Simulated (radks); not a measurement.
**Nuclear size and the levels of Sc²⁺**

The task here is to estimate one member of a computed series from the others.

Program: radks (a radial shooting solver on a logarithmic mesh, Libxc functionals) version 1. Level of theory: Dirac Kohn-Sham, LDA (Slater exchange, Perdew-Wang correlation), spin-unpolarised, spherical densities, finite nucleus; open shells are shared between the two j in proportion to 2j + 1. These are calculated values, not measurements, unless marked.

### Starting point

| Item | Value |
| --- | --- |
| element | scandium (Z = 21) |
| charge | +2 |
| electrons | 19 |
| configuration | [Ar] 3d1 |
| nuclear rms radius | 3.5459 fm |

The outer shells:

Sc²⁺
```
[Ar] core
3d [↑ ][  ][  ][  ][  ]
```

The first run:

The run's settings:

```text
Z 21
configuration [Ar] 3d1 4s0 4p0
relativity Dirac
functional lda,pw
spin unpolarised
j_filling average
nucleus finite rms 3.5459 fm
c 137.035999084
```

Among the steps run: rms radius 3.5459 fm.

One table of the session follows, with a row left open; its other results are not shown here.

It belongs to the step «rms radius 3.5459 fm». Radial moments (bohr):

| level | <r> | outermost maximum (interpolated) | 90 % within | nodes |
| --- | --- | --- | --- | --- |
| 3s1/2 | ? | ? | ? | ? |
| 3p1/2 | 1.159 | 0.962 | 1.79 | 1 |
| 3p3/2 | 1.166 | 0.969 | 1.80 | 1 |
| 3d3/2 | 1.559 | 1.07 | 2.64 | 0 |
| 3d5/2 | 1.562 | 1.07 | 2.65 | 0 |
| 4s1/2 | 3.039 | 2.70 | 4.43 | 3 |
| 4p1/2 | 3.569 | 3.16 | 5.24 | 2 |
| 4p3/2 | 3.586 | 3.17 | 5.27 | 2 |

**Question.** Estimate the row for 3s1/2.

**Answer.** <r>: 1.075; outermost maximum (interpolated): 0.926; 90 % within: 1.61; nodes: 2. In the column «<r>» it is the lowest.
